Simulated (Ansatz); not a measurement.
# ClH4NSi2: the cost of one run

Computed with the Python package of Ansatz 0.2.0. Level of theory: CAM-B3LYP/def2-SVPD.

## Step 1: The structure

Bond lengths: Cl1–Si2 2.000 Å, Si2–N3 1.641 Å, Si2–Si4 2.249 Å, N3–Si4 1.586 Å, Si2–H5 1.496 Å, N3–H6 1.034 Å, Si4–H7 1.466 Å, Si4–H8 1.488 Å. Angles (14 of 15 angles, heavy atoms first): Cl1–Si2–N3 105.9°, Cl1–Si2–Si4 117.5°, N3–Si2–Si4 44.8°, Si2–N3–Si4 88.3°, Si2–Si4–N3 46.8°, Cl1–Si2–H5 115.2°, N3–Si2–H5 106.1°, Si4–Si2–H5 125.1°, Si2–N3–H6 110.1°, Si4–N3–H6 113.2°, Si2–Si4–H7 122.2°, Si2–Si4–H8 120.1°, N3–Si4–H7 111.3°, N3–Si4–H8 106.4°.

clh4nsi2.xyz, read by the script:

```xyz
8

Cl   -0.96250    2.16620    0.98600
Si   -0.32010    1.01760   -0.52000
N     0.75480   -0.03080    0.14200
Si   -0.26250   -1.20440   -0.17900
H     0.41760    1.74070   -1.60220
H     0.85550    0.15550    1.15380
H     0.29090   -2.13270   -1.16910
H    -0.68160   -1.76900    1.13280
```

## Step 2: The code

File ip.py:

```python
"""Vertical ionisation energy of ClH4NSi2."""

import ansatz as az

SETTINGS = {
    "basis_set": "def2-SVPD",
    "functional": "cam_b3lyp",
}


def single_point(molecule, charge=0, unpaired=0):
    calc = (
        molecule.calculation()
        .basis(gaussian=SETTINGS["basis_set"])
        .functional(SETTINGS["functional"])
        .accuracy("medium")  # preset for grids and thresholds
    )
    if charge:
        calc = calc.charge(charge)
    if unpaired:
        calc = calc.spin("collinear", total=unpaired)
    return calc.run().report["free_energy_ev"]


def main() -> None:
    geometry = az.Crystal.molecule_from_extxyz("clh4nsi2.xyz")

    # total-energy differences at one geometry
    parent = single_point(geometry, 0, 0)
    cation = single_point(geometry, 1, 1)
    print(f"E(N)   = {parent:.5f} eV")
    print(f"E(N-1) = {cation:.5f} eV  (1 unpaired)")
    print(f"vertical ionisation energy {cation - parent:.3f} eV")


if __name__ == "__main__":
    main()
```

## Step 3: What the engine is handed

The engine receives this input (first run):

```yaml
crystal:
  periodic: [false, false, false]
  atoms:
    - { symbol: Cl, position_ang: [-0.9625, 2.1662, 0.986] }
    - { symbol: Si, position_ang: [-0.3201, 1.0176, -0.52] }
    - { symbol: "N", position_ang: [0.7548, -0.0308, 0.142] }
    - { symbol: Si, position_ang: [-0.2625, -1.2044, -0.179] }
    - { symbol: H, position_ang: [0.4176, 1.7407, -1.6022] }
    - { symbol: H, position_ang: [0.8555, 0.1555, 1.1538] }
    - { symbol: H, position_ang: [0.2909, -2.1327, -1.1691] }
    - { symbol: H, position_ang: [-0.6816, -1.769, 1.1328] }
accuracy: medium
basis:
  gaussian:
    orbitals: def2-SVPD
hamiltonian:
  xc: cam_b3lyp
```

## Step 4: Launch

Started as:

```console
python ip.py
```

What time and memory should one allow on 1 thread of Arm Neoverse V2, shared host?

About 15 s, with a peak of 0.55 GiB.
